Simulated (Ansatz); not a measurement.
# LuRu3C, space group Pm-3m: a test of the smearing width

With Ansatz 0.2.0, Python API.

The script reads `luru3c.cif`:
```cif
data_LuRu3C
_cell_length_a 4.102454
_cell_length_b 4.102454
_cell_length_c 4.102454
_cell_angle_alpha 90.00000
_cell_angle_beta 90.00000
_cell_angle_gamma 90.00000
_symmetry_space_group_name_H-M 'P 1'
_symmetry_Int_Tables_number 1
loop_
_symmetry_equiv_pos_as_xyz
'x, y, z'
loop_
_atom_site_label
_atom_site_type_symbol
_atom_site_fract_x
_atom_site_fract_y
_atom_site_fract_z
Lu1 Lu    0.500000    0.500000    0.500000
Ru2 Ru    0.500000    0.000000    0.000000
Ru3 Ru    0.000000    0.500000    0.000000
Ru4 Ru    0.000000    0.000000    0.500000
C5 C    0.000000    0.000000    0.000000
```

Run as a notebook:

**Cell 1**
```python
import ansatz as az
from ase.io import read
from tabulate import tabulate
```

**Cell 2**
```python
K_LENGTH = 22
CUTOFF = 550
```

**Cell 3**
```python
atoms = read("luru3c.cif")
cell = az.Crystal.from_ase(atoms)
```

**Cell 4**
```python
base = (
    cell.calculation()
    .kpoints(length=K_LENGTH)
    .basis(CUTOFF)
    .functional(az.Functional.PBESOL)
    .stress()
)
```

**Cell 5**
```python
rows = []
for value in [0.5, 0.3, 0.2, 0.1]:
    r = base.occupations("fermi_dirac", width=value).run().report
    rows.append((value, r["free_energy_ev"] / len(r["lattice"]["sites"]), r["n_iterations"], sum(r["stress_gpa"][i][i] for i in range(3)) / 3, r["n_kpoints"]))
```

**Cell 6**
```python
print(tabulate(rows, headers=["width (eV)", "F/atom (eV)", "iterations", "P (GPa)", "k-points"], floatfmt=".4f", tablefmt="grid"))
```
Output:
```text
+--------------+---------------+--------------+-----------+------------+
|   width (eV) |   F/atom (eV) |   iterations |   P (GPa) |   k-points |
+==============+===============+==============+===========+============+
|       0.5000 |    -6462.0778 |            8 |    0.9173 |         10 |
+--------------+---------------+--------------+-----------+------------+
|       0.3000 |    -6461.8920 |            8 |   -2.0922 |         10 |
+--------------+---------------+--------------+-----------+------------+
|       0.2000 |    -6461.8334 |            9 |   -3.0912 |         10 |
+--------------+---------------+--------------+-----------+------------+
|       0.1000 |    -6461.7969 |            9 |   -3.6696 |         10 |
+--------------+---------------+--------------+-----------+------------+
```

**Cell 7**
```python
# the last row is the reference
for row in rows[:-1]:
    shift = 1000 * (row[1] - rows[-1][1])
    print(f"{row[0]}: {shift:+.2f} meV/atom" + ("  (within 1 meV)" if abs(shift) < 1 else ""))
```
Output:
```text
0.5: -280.95 meV/atom
0.3: -95.08 meV/atom
0.2: -36.54 meV/atom
```

Going from 0.1 to 0.5 eV changes F by -281.0 meV an atom. With this scheme F falls roughly as the square of the width; the report's estimate for zero width (energy_sigma0_ev) moves by only -2.1 meV. The pressure moves from -3.67 to 0.92 GPa.

No spin polarisation was allowed. The mesh is modest for a metal, so energies can be off by several to tens of meV an atom and pressures by half a GPa or more; differences at equal mesh fare better. The smearing is wide enough that free energy and stress hold a thermal part of the electrons. The narrowest width needs the finest mesh, so the last row is no converged reference. Pressure is positive in compression. The structure comes from a database of computed cells and needn't be a stable or known phase. Finished in 14 s on 1 thread of Intel(R) Xeon(R) Platinum 8488C (Sapphire Rapids), with other jobs on the host, peak memory 0.54 GiB.
